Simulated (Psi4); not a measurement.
# C8H20O4W (SMILES CC[O][W]([O]CC)([O]CC)[O]CC) at 3 levels

Wanted: a comparison of 3 runs (UHF/def2-SVP, UPBE0/def2-SVP, UTPSSh/def2-SVP) of C8H20O4W. 

The calculation is run with Psi4 1.11.

## Step 1: The system as given

The species is C8H20O4W (33 atoms), meant as a triplet with charge 0. As SMILES, `CC[O][W]([O]CC)([O]CC)[O]CC`. Geometry: a GFN2-xTB relaxation, a rough one for these elements and not checked as a minimum. This is one conformer, not always the lowest.

Some bond lengths: W1–O2 1.788 Å, O2–C3 1.384 Å, C3–C4 1.531 Å, W1–O10 2.042 Å, O10–C11 1.384 Å, C11–C12 1.542 Å, W1–O18 1.779 Å, O18–C19 1.380 Å, C19–C20 1.532 Å, W1–O26 2.000 Å, O26–C27 1.386 Å, C27–C28 1.533 Å, C3–H5 1.105 Å, C3–H6 1.104 Å, C4–H7 1.087 Å, C4–H8 1.094 Å. Some angles: W1–O2–C3 150.5°, O2–W1–O10 89.3°, O2–W1–O18 178.0°, O2–W1–O26 89.0°, O10–W1–O18 90.4°, O10–W1–O26 174.5°, O18–W1–O26 91.5°, O2–C3–C4 108.3°, W1–O10–C11 118.4°, O10–C11–C12 113.0°.

## Step 2: Energy and gradient at UHF/def2-SVP (density fitting, core potential) (run 1)

File job.inp:

```
memory 3.3 GB

molecule mol {
  0 3
  W
  O 1 r2
  C 2 r3 1 a3
  C 3 r4 2 a4 1 d4
  H 3 r5 2 a5 1 d5
  H 3 r6 5 a6 2 d6
  H 4 r7 3 a7 6 d7
  H 4 r8 7 a8 3 d8
  H 4 r9 7 a9 8 d9
  O 1 r10 2 a10 3 d10
  C 10 r11 1 a11 2 d11
  C 11 r12 10 a12 1 d12
  H 11 r13 10 a13 1 d13
  H 11 r14 13 a14 10 d14
  H 12 r15 11 a15 14 d15
  H 12 r16 15 a16 11 d16
  H 12 r17 15 a17 16 d17
  O 1 r18 10 a18 11 d18
  C 18 r19 1 a19 10 d19
  C 19 r20 18 a20 1 d20
  H 19 r21 18 a21 1 d21
  H 19 r22 21 a22 18 d22
  H 20 r23 19 a23 21 d23
  H 20 r24 23 a24 19 d24
  H 20 r25 23 a25 24 d25
  O 1 r26 18 a26 19 d26
  C 26 r27 1 a27 18 d27
  C 27 r28 26 a28 1 d28
  H 27 r29 26 a29 1 d29
  H 27 r30 29 a30 26 d30
  H 28 r31 27 a31 30 d31
  H 28 r32 31 a32 27 d32
  H 28 r33 32 a33 31 d33

  r2 = 1.787918
  r3 = 1.383722
  a3 = 150.5278
  r4 = 1.530933
  a4 = 108.27497
  d4 = -32.5511
  r5 = 1.104829
  a5 = 110.24881
  d5 = -153.89437
  r6 = 1.103983
  a6 = 108.41988
  d6 = 119.55929
  r7 = 1.087211
  a7 = 111.39365
  d7 = 55.42843
  r8 = 1.0936
  a8 = 109.96813
  d8 = 119.28526
  r9 = 1.091099
  a9 = 109.48845
  d9 = 119.77474
  r10 = 2.041514
  a10 = 89.31554
  d10 = -28.99434
  r11 = 1.384287
  a11 = 118.42838
  d11 = -109.08146
  r12 = 1.542454
  a12 = 113.02991
  d12 = 21.5673
  r13 = 1.108114
  a13 = 110.05395
  d13 = -100.18406
  r14 = 1.106438
  a14 = 107.2673
  d14 = 118.49136
  r15 = 1.090279
  a15 = 110.69483
  d15 = 53.64052
  r16 = 1.099132
  a16 = 108.71097
  d16 = 119.65511
  r17 = 1.105102
  a17 = 108.7494
  d17 = 119.43957
  r18 = 1.779235
  a18 = 90.36074
  d18 = 72.90526
  r19 = 1.379968
  a19 = 158.97704
  d19 = 44.99448
  r20 = 1.5317
  a20 = 108.12015
  d20 = 16.2841
  r21 = 1.104336
  a21 = 109.61844
  d21 = -103.75193
  r22 = 1.104476
  a22 = 108.41588
  d22 = 120.0566
  r23 = 1.087101
  a23 = 111.45494
  d23 = -56.73572
  r24 = 1.091918
  a24 = 109.58106
  d24 = 120.5865
  r25 = 1.092244
  a25 = 109.84284
  d25 = 119.29658
  r26 = 2.00018
  a26 = 91.47047
  d26 = -140.19945
  r27 = 1.386359
  a27 = 126.54847
  d27 = 134.6245
  r28 = 1.533415
  a28 = 111.38322
  d28 = 170.80567
  r29 = 1.110639
  a29 = 109.85247
  d29 = 50.09673
  r30 = 1.109056
  a30 = 107.89089
  d30 = 120.0072
  r31 = 1.087259
  a31 = 110.48424
  d31 = 58.55326
  r32 = 1.086927
  a32 = 109.27449
  d32 = 120.68646
  r33 = 1.08701
  a33 = 108.47445
  d33 = -119.04156
  symmetry c1
  no_reorient
  no_com
}

set {
  reference uhf
  puream true
  e_convergence 1e-09
  d_convergence 1e-08
  scf_type df
  maxiter 100
}

e, wfn = gradient('scf/def2-SVP', return_wfn=True)
```

Run with:

```console
psi4 -n 1 job.inp job.out
```

job.out:

```text
[...]
  Running in c1 symmetry.
[...]
  Nuclear repulsion = 1015.143746373888916
[...]
  Multiplicity = 3
[...]
  Nalpha       = 58
  Nbeta        = 56
[...]
    Number of basis functions: 300
[...]
   @DF-UHF iter   1:  -679.41135689001794   -1.56429e+00   3.39102e-03 ADIIS/DIIS
[...]
   @DF-UHF iter  25:  -680.02094397409599   -7.37828e-11   7.88461e-09 DIIS
[...]
   @S^2 Observed:                2.016933345E+00
[...]
  @DF-UHF Final Energy:  -680.02094397409599
   => Energetics <=
    Nuclear Repulsion Energy =           1015.1437463738889164
    One-Electron Energy =               -2970.6966867062137680
    Two-Electron Energy =                1275.5319963582287528
    Total Energy =                       -680.0209439740960988
  UHF NO Occupations:
  HONO-2 :   56  A 1.9960974
  HONO-1 :   57  A 1.0000000
[...]
  -Total Gradient:
     Atom            X                  Y                   Z
    ------   -----------------  -----------------  -----------------
       1       -0.003735104168    -0.023445497239     0.000658260281
       2        0.002635559321     0.003849785082    -0.059400451464
       3        0.001619073395     0.012736406336    -0.015014252442
       4       -0.007097404181    -0.007659773438     0.002204467901
       5       -0.005596369239     0.002890378023     0.007710380171
       6        0.007603279329    -0.003899158963     0.001980001284
       7        0.001039753208     0.001625014884    -0.002196655209
       8        0.002519613399     0.002241755068    -0.005034225342
       9        0.001538775877     0.002008975342    -0.001200716251
      10        0.003303975115    -0.021134268844     0.002626424991
      11       -0.005843829687     0.006192561344    -0.000715603817
      12        0.007777156312     0.009222691737     0.000896910977
[...]
```

Run time: 53 s. Hardware: 1 thread of Intel Xeon 6975P-C (Granite Rapids), shared host; peak memory 1.5 GiB.

## Step 3: Energy and gradient at UPBE0/def2-SVP (density fitting, core potential) (run 2)

File c8h20o4w.xyz:

```xyz
33
C8H20O4W
W     -0.009780    -0.118030    -0.143890
O     -1.019440     1.357310    -0.119220
C     -1.252740     2.650280     0.314930
C     -0.683910     2.791800     1.729200
H     -2.335940     2.867570     0.304440
H     -0.748170     3.359100    -0.364600
H     -0.756460     3.816530     2.085140
H      0.364000     2.480540     1.698160
H     -1.231090     2.132270     2.404560
O      1.643530     1.037730     0.170060
C      2.542840     1.197860    -0.870060
C      1.920470     0.920820    -2.253920
H      3.410750     0.523470    -0.729180
H      2.927580     2.235180    -0.857940
H      2.631970     1.146670    -3.048570
H      1.034890     1.559200    -2.381630
H      1.628360    -0.142240    -2.330240
O      0.995210    -1.585760    -0.105940
C      1.958930    -2.476330     0.321190
C      2.355760    -2.098990     1.751660
H      2.838260    -2.418540    -0.344390
H      1.562340    -3.506570     0.286710
H      3.159730    -2.730650     2.121020
H      1.482680    -2.201720     2.399320
H      2.673320    -1.053940     1.756430
O     -1.633390    -1.180110    -0.630300
C     -2.897340    -1.057420    -0.074090
C     -3.933090    -1.876600    -0.853530
H     -3.208020     0.008880    -0.075190
H     -2.885980    -1.407900     0.978070
H     -4.917920    -1.770110    -0.405310
H     -3.647930    -2.925440    -0.848110
H     -3.969440    -1.534850    -1.884780
```

File calc.py:

```python
import psi4

psi4.set_memory('3300 MB')
psi4.set_num_threads(1)
psi4.set_output_file('output.dat', False)

with open('c8h20o4w.xyz') as f:
    atoms = ''.join(f.readlines()[2:])
geom = psi4.geometry('0 3\n' + atoms + 'symmetry c1')

psi4.set_options({
    'basis': 'def2-SVP',
    'reference': 'uks',
    'puream': True,
    'e_convergence': 1e-09,
    'd_convergence': 1e-08,
    'scf_type': 'df',
    'dft_radial_points': 99,
    'dft_spherical_points': 590,
    'maxiter': 100,
})

result, w = psi4.gradient('pbe0', return_wfn=True)
psi4.oeprop(w, 'LOWDIN_CHARGES', 'QUADRUPOLE', 'MULLIKEN_CHARGES')
print('gradient / Eh bohr^-1')
print(result.np.round(6))
print(f'energy = {w.energy():.10f} Eh')
for k, v in sorted(psi4.core.scalar_variables().items()):
    print(f'{k:45s} {v:18.10f}')
```

Run with:

```console
python calc.py
```

output.dat:

```text
[...]
  Running in c1 symmetry.
[...]
  Nuclear repulsion = 1015.143840471250542
[...]
  Multiplicity = 3
[...]
  Nalpha       = 58
  Nbeta        = 56
[...]
    Number of basis functions: 300
[...]
   @DF-UKS iter   1:  -682.44306795423233   -6.77813e-01   5.41869e-03 ADIIS/DIIS
[...]
   @DF-UKS iter  21:  -683.75610462231975   -2.43290e-11   6.53530e-09 DIIS
[...]
   @S^2 Observed:                2.010374898E+00
[...]
  @DF-UKS Final Energy:  -683.75610462231975
   => Energetics <=
    Nuclear Repulsion Energy =           1015.1438404712505417
    One-Electron Energy =               -2972.3823021759635594
    Two-Electron Energy =                1343.5575569661098143
    DFT Exchange-Correlation Energy =     -70.0751998837165502
    Empirical Dispersion Energy =           0.0000000000000000
    VV10 Nonlocal Energy =                  0.0000000000000000
    Total Energy =                       -683.7561046223197536
[...]
 Multipole Moments:
 ------------------------------------------------------------------------------------
     Multipole            Electronic (a.u.)      Nuclear  (a.u.)        Total (a.u.)
 ------------------------------------------------------------------------------------
 L = 1.  Multiply by 2.5417464519 to convert [e a0] to [Debye]
 Dipole X            :         -0.3325043            0.7890853            0.4565810
 Dipole Y            :         -8.1822321            8.4112757            0.2290436
 Dipole Z            :         -8.9488139            9.2447248            0.2959108
 Magnitude           :                                                    0.5903307
 L = 2.  Multiply by 1.3450342976 to convert [e a0^2] to [Debye ang]
 Quadrupole XX       :      -1760.0134694         1687.8000880          -72.2133814
 Quadrupole XY       :        -35.8138861           29.1363189           -6.6775672
[...]
```

Wall time 6.1 min (1 thread of Intel Xeon 6975P-C (Granite Rapids), shared host); peak memory 2.8 GiB.

## Step 4: Energy and forces at UTPSSh/def2-SVP (density fitting, core potential) (run 3)

File job.inp:

```
memory 3.3 GB

molecule m {
  0 3
  W     -0.01848152    -0.22304437    -0.27191269
  O     -1.92646240     2.56494417    -0.22529315
  C     -2.36733551     5.00830335     0.59513145
  C     -1.29240259     5.27573739     3.26771441
  H     -4.41428684     5.41892194     0.57530822
  H     -1.41383639     6.34777903    -0.68899415
  H     -1.42950222     7.21219645     3.94034353
  H      0.68786031     4.68754124     3.20905732
  H     -2.32642293     4.02940632     4.54395985
  O      3.10582158     1.96102549     0.32136682
  C      4.80527118     2.26362734    -1.64417511
  C      3.62916233     1.74009761    -4.25929151
  H      6.44538338     0.98921493    -1.37795050
  H      5.53232441     4.22387804    -1.62127163
  H      4.97370247     2.16689226    -5.76096237
  H      1.95565867     2.94646097    -4.50062843
  H      3.07715443    -0.26879464    -4.40351540
  O      1.88067434    -2.99665210    -0.20019759
  C      3.70184120    -4.67958549     0.60696113
  C      4.45174122    -3.96651624     3.31015766
  H      5.36353407    -4.57037822    -0.65080278
  H      2.95239471    -6.62645694     0.54180338
  H      5.97102433    -5.16018064     4.00814690
  H      2.80185913    -4.16064780     4.53405769
  H      5.05184264    -1.99165795     3.31917166
  O     -3.08665975    -2.23008470    -1.19109438
  C     -5.47517909    -1.99823420    -0.14000981
  C     -7.43246292    -3.54626005    -1.61293794
  H     -6.06227920     0.01678077    -0.14208851
  H     -5.45371180    -2.66054541     1.84828443
  H     -9.29352190    -3.34502311    -0.76592490
  H     -6.89358862    -5.52828039    -1.60269562
  H     -7.50115447    -2.90044614    -3.56171801
  units au
  symmetry c1
}

set basis def2-SVP
set reference uks
set puream true
set e_convergence 1e-09
set d_convergence 1e-08
set scf_type df
set dft_radial_points 99
set dft_spherical_points 590
set maxiter 100

e_tot, wfn = gradient('tpssh', return_wfn=True)
print_variables()
```

Run with:

```console
psi4 -i job.inp -o job.out -n 1
```

job.out:

```text
[...]
    !!!  WARNING: ECP capability is in beta. Please check occupations closely.  !!!
[...]
  Running in c1 symmetry.
[...]
  Nuclear repulsion = 1015.143840938830976
[...]
  Multiplicity = 3
[...]
  Nalpha       = 58
  Nbeta        = 56
[...]
    Number of basis functions: 300
[...]
   @DF-UKS iter   1:  -683.00090523019276   -3.27781e-01   5.77272e-03 ADIIS/DIIS
[...]
   @DF-UKS iter  21:  -684.51300894395695   -5.45697e-12   4.17248e-09 DIIS
[...]
   @S^2 Observed:                2.009494420E+00
[...]
  @DF-UKS Final Energy:  -684.51300894395695
   => Energetics <=
    Nuclear Repulsion Energy =           1015.1438409388309765
    One-Electron Energy =               -2972.4426447351579554
    Two-Electron Energy =                1356.9326420752838658
    DFT Exchange-Correlation Energy =     -84.1468472229140616
    Empirical Dispersion Energy =           0.0000000000000000
    VV10 Nonlocal Energy =                  0.0000000000000000
    Total Energy =                       -684.5130089439570611
[...]
 Multipole Moments:
 ------------------------------------------------------------------------------------
     Multipole            Electronic (a.u.)      Nuclear  (a.u.)        Total (a.u.)
 ------------------------------------------------------------------------------------
 L = 1.  Multiply by 2.5417464519 to convert [e a0] to [Debye]
 Dipole X            :         -0.3426983            0.7890853            0.4463870
 Dipole Y            :         -8.1872634            8.4112755            0.2240121
 Dipole Z            :         -8.9525914            9.2447246            0.2921332
 Magnitude           :                                                    0.5786057
[...]
```

It took 15 min on 1 thread of Intel Xeon 6975P-C (Granite Rapids), shared host; peak memory 3 GiB.

## Step 5: The series

```csv
run,level,integration grid,energy (Eh),dipole moment (D),HOMO energy (eV),LUMO energy (eV),wall time
1,"UHF/def2-SVP (density fitting, core potential)",–,-680.020944,1.65,-9.47,1.63,53 s
2,"UPBE0/def2-SVP (density fitting, core potential)",99 radial × 590 angular,-683.756105,1.50,-5.16,-2.06,6.1 min
3,"UTPSSh/def2-SVP (density fitting, core potential)",99 radial × 590 angular,-684.513009,1.47,-4.23,-2.50,15 min
```

## Step 6: What came out

| quantity | value |
| --- | --- |
| run 3: total energy | -684.51301 Eh |
| run 3: dipole moment | 1.47 D |
| run 3: HOMO energy (highest over α and β) | -4.23 eV |
| run 3: LUMO energy (lowest over α and β) | -2.50 eV |
| run 3: ⟨S²⟩ | 2.009 |
| run 3: largest force on an atom | 2.999 eV/Å |

**Reading.** The dipole moment (its size) runs from 1.47 D (UTPSSh/def2-SVP) to 1.65 D (UHF/def2-SVP). Totals of different functionals can't be ranked against each other. All runs together took 22 min, the longest 15 min.
